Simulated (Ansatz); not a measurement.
This script drives the Ansatz DFT code, driven from Python.

Script `namgf3_compress.py`:
```python
"""Volume and enthalpy of NaMgF3 against pressure."""

import ansatz
import numpy as np

KMESH = (6, 6, 6)
TOLERANCE = 1e-08
N_EMPTY = 4
FUNCTIONAL = "PBEsol"
OCCUPATIONS = "fixed"

def edges_and_angles(cell):
    cell = np.asarray(cell)
    a, b, c = np.linalg.norm(cell, axis=1)
    cosines = cell[1] @ cell[2] / (b * c), cell[0] @ cell[2] / (a * c), cell[0] @ cell[1] / (a * b)
    return (a, b, c, *np.degrees(np.arccos(cosines)))

lattice = ansatz.Lattice.of(
    (3.876, 0.0, 0.0),
    (0.0, 3.876, 0.0),
    (0.0, 0.0, 3.876),
)
sites = [
    ("Na", (0.0, 0.0, 0.0)),
    ("Mg", (0.5, 0.5, 0.5)),
    ("F", (0.5, 0.5, 0.0)),
    ("F", (0.0, 0.5, 0.5)),
    ("F", (0.5, 0.0, 0.5)),
]
structure = ansatz.Crystal(lattice=lattice)
for symbol, position in sites:
    structure = structure.atom(symbol, position)

base = (
    structure.calculation()
    .initial_density(normalization="cell")
    .kpoints(*KMESH)  # symmetry reduces this mesh to its irreducible points
    .scf(tolerance=TOLERANCE, extra_bands=N_EMPTY)
    .pseudopotentials("nc")
    .eigensolver("auto", full_accuracy=True)
    .functional(FUNCTIONAL)
    .occupations(OCCUPATIONS)  # no smearing
)

# H = F + PV, with 1 GPa A^3 = 1/160.21766 eV
rows = []
for pressure in [-2, 0, 2, 5, 10]:
    out = base.relax(cell=True, pressure=pressure, force_tolerance=0.1).run()
    cell = out.lattice.cell_ang
    n_atoms = len(out.lattice.sites)
    volume = abs(np.linalg.det(cell)) / n_atoms
    enthalpy = out.report["free_energy_ev"] / n_atoms + pressure * volume / 160.21766
    rows.append((pressure, volume, enthalpy, *edges_and_angles(cell)))
    print(f"{pressure} GPa done: {volume:.4f} A^3/atom")

print(" P (GPa)  V (A^3/atom)  H (eV/atom)     a       b       c")
for row in rows:
    print("{:8.1f} {:12.4f} {:14.5f} {:7.4f} {:7.4f} {:7.4f}".format(*row[:6]))
p, v = np.array([row[0] for row in rows], float), np.array([row[1] for row in rows])
print("mean bulk modulus between rows (GPa):", np.round(-np.diff(p) / np.diff(np.log(v)), 1))
```

It is started by `python namgf3_compress.py`. How long does it take on 1 thread of Intel(R) Xeon(R) 6975P-C (Granite Rapids) (shared host), and how much memory does it need?

It took about 93 s, with a peak of 0.53 GiB, for 5 runs of the engine.

Output of `python namgf3_compress.py`:
```text
DeckWarning: basis.ecutwfc = 1197.300995 eV, auto-derived from the records' recommended cutoffs: set by Na (normal level)
DeckWarning: relax.cell: scf.convergence.dr2_threshold = 1e-8 eV is looser than the 5e-10 eV advised for a relaxation that steers and ends on the stress (1e-10 eV for each atom of the cell: 5). What an SCF threshold leaves in a stress goes as its square root, [...]
-2 GPa done: 12.2535 A^3/atom
0 GPa done: 11.9026 A^3/atom
2 GPa done: 11.6072 A^3/atom
5 GPa done: 11.2207 A^3/atom
10 GPa done: 10.6967 A^3/atom
 P (GPa)  V (A^3/atom)  H (eV/atom)     a       b       c
    -2.0      12.2535     -974.01747  3.9422  3.9422  3.9422
     0.0      11.9026     -973.86671  3.9042  3.9042  3.9042
     2.0      11.6072     -973.71998  3.8717  3.8717  3.8717
     5.0      11.2207     -973.50636  3.8282  3.8282  3.8282
    10.0      10.6967     -973.16466  3.7677  3.7677  3.7677
mean bulk modulus between rows (GPa): [ 68.8  79.6  88.6 104.6]
```
(Warnings from the package without file and line, shortened.)

The volume falls from 12.25 Å³ an atom at -2 GPa to 10.70 at 10 GPa, by 12.7 %. Between -2 and 0 GPa, -V dP/dV is about 69 GPa, a mean over that step.

The settings weren't tested for convergence. At a fixed pressure a relaxation lowers the enthalpy F + PV, while F alone can rise. Of the deposited cell: it was measured well above room temperature. The structure is a deposited one; some such entries were measured under pressure or heat, so a shift against it needn't be the functional's error alone. Symmetry holds the cell in this phase, whether or not it is the stable one at each pressure.

(Lines on the test bed's own set-up are left out of the output.)
